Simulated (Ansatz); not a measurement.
**GeNH2+ (triplet): the correlation ladder, cc-pVTZ**

One table from this session's results is given with a row withheld; the runs are named, their logs left out.

Computed with Ansatz 0.2.0, Gaussian basis. Level: cc-pVTZ, core rule «outside noble gas», up to 15 orbitals frozen.

The runs, in order: UHF; CCSD(T) on ROHF; CCSD(T) on UHF; BCCD(T) on ROHF; CCSDT(Q) on ROHF; CCSDT(Q) on UHF.

11 further runs of the same task are left out: 6 for a known fault of the program, 5 set aside as unsound or not needed.

## The system

The geometry is a PBE0/def2-TZVP stationary point (not a proven minimum) of the parent state, kept for this charge and spin. No spin-orbit coupling is included. The filled d shell of Ge may be among the frozen orbitals whatever the setting's name suggests; the logs give the count.

4 atoms, charge 1, spin multiplicity 3.

Atoms are counted from 1 here; the program's logs count them from 0.

Bond lengths: Ge1–N2 1.713 Å, Ge1–H3 1.581 Å, N2–H4 1.013 Å. Angles: N2–Ge1–H3 106.3°, Ge1–N2–H4 127.4°.

Set-up of the first run:

Contents of in.yaml:

```yaml
crystal:
  periodic: [false, false, false]
  atoms:
    - {symbol: Ge, position_ang: [0.000000, -0.050581, 0.287692]}
    - {symbol: N, position_ang: [0.000000, 0.199167, -1.406789]}
    - {symbol: H, position_ang: [0.000000, 1.385599, 0.948607]}
    - {symbol: H, position_ang: [0.000000, -0.508046, -2.132666]}
basis:
  gaussian: {orbitals: cc-pVTZ}
total_charge: 1
magnetization: {spin_polarized: true, initial_magnetization: 2}
hamiltonian: {xc: hf}
output: {orbitals: {seedname: orbitals}}
```

On the command line:

```
$ ansatz run in.yaml --threads 1 --pin off --events-out ev --progress --plain --max-ram 4096MiB --backend cpu
```

Steps of the session up to this table: UHF; CCSD(T) on ROHF; CCSD(T) on UHF; BCCD(T) on ROHF; CCSDT(Q) on ROHF; CCSDT(Q) on UHF.

One of the session's tables, all rows but one given; the rest of the session is left out.

It belongs to the step «Misses and costs». 

```
   method  from UCCSDT(Q) (meV)
     ROHF               +7783.9
      UHF               +7499.5
     RMP2               +1057.8
     UMP2               +1086.7
    RCCSD                +335.8
    UCCSD                +316.4
 RCCSD(T)                 +49.9
 UCCSD(T)                 +47.0
  BCCD(T)                     ?
   RCCSDT                 +22.7
   UCCSDT                 +15.7
RCCSDT(Q)                  +8.3
UCCSDT(Q)                     0
```

Estimate the missing values for BCCD(T).

As computed: from UCCSDT(Q) (meV): +52.6. In the column «from UCCSDT(Q) (meV)» it lies between RCCSD(T) (+49.9) and UCCSD (+316.4).

Limits of these values: Restricted and unrestricted rows rest on different reference determinants; where their highest levels disagree by more than a few hundredths of an eV, they describe different states and don't form one ladder.
